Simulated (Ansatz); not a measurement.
I need a small convex hull of the Sr-Cd system. Use the Ansatz DFT code, driven from Python. Use (first run): r2SCAN, PAW, cutoff 531 eV, Gaussian smearing of 0.05 eV.

The script, `run_hull.py`:
```python
"""Convex hull of a few Sr-Cd phases, after relaxing cells and atoms."""

from collections import Counter
import warnings

import ansatz as az
from pymatgen.analysis.phase_diagram import PDEntry, PhaseDiagram
from pymatgen.core import Composition

PHASES = {
    "SrCd Pm-3m": (
        [(4.003, 0.0, 0.0), (0.0, 4.003, 0.0), (0.0, 0.0, 4.003)],
        [
            ("Sr", (0.5, 0.5, 0.5)),
            ("Cd", (0.0, 0.0, 0.0)),
        ],
    ),
    "SrCd3 Fm-3m": (
        [(0.0, 3.71876, 3.71876), (3.71876, 0.0, 3.71876), (3.71876, 3.71876, 0.0)],
        [
            ("Sr", (0.0, 0.0, 0.0)),
            ("Cd", (0.25, 0.25, 0.25)),
            ("Cd", (0.75, 0.75, 0.75)),
            ("Cd", (0.5, 0.5, 0.5)),
        ],
    ),
    "Sr": (
        [(0.0, 3.04235, 3.04235), (3.04235, 0.0, 3.04235), (3.04235, 3.04235, 0.0)],
        [
            ("Sr", (0.0, 0.0, 0.0)),
        ],
    ),
    "Cd": (
        [(2.97887, 0.0, 0.0), (-1.48944, 2.57978, 0.0), (0.0, 0.0, 5.61765)],
        [
            ("Cd", (1 / 3, 2 / 3, 0.25)),
            ("Cd", (2 / 3, 1 / 3, 0.75)),
        ],
    ),
}


def build(vectors, sites):
    crystal = az.Crystal(lattice=az.Lattice.of(vectors))
    for symbol, position in sites:
        crystal = crystal.atom(symbol, position)
    return crystal


def run_phase(name, crystal):
    calc = (
        crystal.calculation()
        .functional(az.Functional.R2SCAN)
        .basis(39 * az.Ry)
        .kpoints(spacing=0.3)
        .occupations("gaussian", width=0.05)
    )
    calc = calc.relax(force_tolerance=0.01, max_steps=60, cell=True)
    return calc.run(threads=1)


def counts(outcome):
    return Counter(site.symbol for site in outcome.lattice.sites)


def main() -> None:
    warnings.simplefilter("ignore", az.DeckWarning)

    phases = {name: build(*cell) for name, cell in PHASES.items()}

    done = {name: run_phase(name, crystal) for name, crystal in phases.items()}

    entries = [PDEntry(Composition(dict(counts(o))), o.report["energy_sigma0_ev"], name=name) for name, o in done.items()]
    diagram = PhaseDiagram(entries)
    rows = [(e.name, e.composition.get_atomic_fraction("Cd"), diagram.get_form_energy_per_atom(e), diagram.get_e_above_hull(e)) for e in entries]
    rows.sort(key=lambda row: row[1])
    print("     phase       x(Cd)  E_form (eV/atom)  above hull (eV/atom)")
    for row in rows:
        print(f"{str(row[0]):>10}  {row[1]:10.3f}  {row[2]:16.4f}  {row[3]:20.4f}")
    print("on the hull of these phases:", ", ".join(row[0] for row in rows if row[3] < 1e-6))


if __name__ == "__main__":
    main()
```

Output of `python run_hull.py`:
```text
     phase       x(Cd)  E_form (eV/atom)  above hull (eV/atom)
        Sr       0.000            0.0000                0.0000
SrCd Pm-3m       0.500           -0.3514                0.0000
SrCd3 Fm-3m       0.750           -0.2344                0.0000
        Cd       1.000            0.0000                0.0000
on the hull of these phases: Sr, SrCd Pm-3m, SrCd3 Fm-3m, Cd
```

Caveats:
- The cells come from databases of deposited and of computed structures, and not all need be stable phases.
- Differences under about 40 meV an atom lie within the error of mesh and functional, so such verdicts may flip; only the cells listed enter the hull.
- Hardware and time: 77 s on 1 thread of Arm Neoverse V1 (shared host), peak memory 0.81 GiB.

(Lines on the test bed's own set-up are left out of the output.)
